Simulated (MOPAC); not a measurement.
**C2H4OSSi (SMILES [SiH3]OC=C=S): PM7 (COSMO dmso)**

Aim: molecular dynamics of C2H4OSSi. The job is set up through an ASE script.

The calculation is run with MOPAC 23.2.5.

8 further runs of the same task are left out: 4 that didn't finish, 4 set aside as unsound or not needed.

## Step 1: The system as given

C2H4OSSi has 9 atoms, charge 0, and is taken as a singlet. SMILES: `[SiH3]OC=C=S`. The shape is that of a GFN2-xTB optimisation. This is one conformer, not always the lowest. The run starts from this shape.

Bond lengths: Si1–O2 1.628 Å, O2–C3 1.353 Å, C3–C4 1.306 Å, C4–S5 1.559 Å, Si1–H6 1.465 Å, Si1–H7 1.451 Å, Si1–H8 1.465 Å, C3–H9 1.086 Å. Some angles: Si1–O2–C3 131.2°, O2–C3–C4 124.6°, C3–C4–S5 176.2°, O2–Si1–H6 110.5°, O2–Si1–H7 98.1°, O2–Si1–H8 110.5°, O2–C3–H9 117.6°, C4–C3–H9 117.8°, H6–Si1–H7 114.6°, H6–Si1–H8 108.3°.

## Step 2: A short trajectory at PM7 (COSMO dmso)

File job.py:

```python
from ase.calculators.mopac import MOPAC
import numpy as np
from ase import units
from ase.md.velocitydistribution import MaxwellBoltzmannDistribution, Stationary, ZeroRotation
from ase.md.verlet import VelocityVerlet
from ase import Atoms

atoms = Atoms(
    ['Si', 'O', 'C', 'C', 'S', 'H', 'H', 'H', 'H'],
    positions=[
        [-1.034340, -0.329460, 1.261130],
        [-0.392890, 0.326660, -0.084080],
        [0.769150, 0.077060, -0.730850],
        [1.160540, 0.691530, -1.815090],
        [1.713990, 1.370660, -3.104580],
        [-0.141810, -0.128010, 2.405540],
        [-2.257400, 0.450890, 1.304870],
        [-1.236880, -1.769600, 1.083020],
        [1.419630, -0.689720, -0.319970],
    ],
)
mopac = MOPAC(label="job", method="PM7", task="1SCF GRADIENTS EPS=46.8 AUX(PRECISION=6) THREADS=1")
atoms.calc = mopac
MaxwellBoltzmannDistribution(atoms, temperature_K=800, rng=np.random.default_rng(726))
Stationary(atoms)
ZeroRotation(atoms)
dyn = VelocityVerlet(atoms, timestep=1.0 * units.fs, trajectory="opt.traj", logfile="-")
dyn.run(29)
epot = atoms.get_potential_energy()
print("energy / eV: %.6f" % epot)
print("forces (eV/A):")
for sym, f in zip(atoms.get_chemical_symbols(), atoms.get_forces()):
    print(f"{sym:2s} {f[0]:10.5f} {f[1]:10.5f} {f[2]:10.5f}")
print("dipole (e A):", atoms.get_dipole_moment().round(4))
homo, lumo = mopac.get_homo_lumo_levels()
print(f"HOMO {homo:.3f} eV, LUMO {lumo:.3f} eV, gap {lumo - homo:.3f} eV")
print("heat of formation (kcal/mol): %.4f" % (mopac.get_final_heat_of_formation() / 0.0433641153))
print("final positions (A):")
for atom in atoms:
    print(f"{atom.symbol:2s} {atom.x:11.6f} {atom.y:11.6f} {atom.z:11.6f}")
```

Started as:

```sh
export ASE_MOPAC_COMMAND="mopac PREFIX.mop > /dev/null 2>&1"
python job.py
```

**Question.** What will come out? Wanted: potential energy of the last frame.

Computed results:

Level: PM7 (COSMO dmso).

| quantity | value |
| --- | --- |
| potential energy of the last frame | -32.04726 Eh |
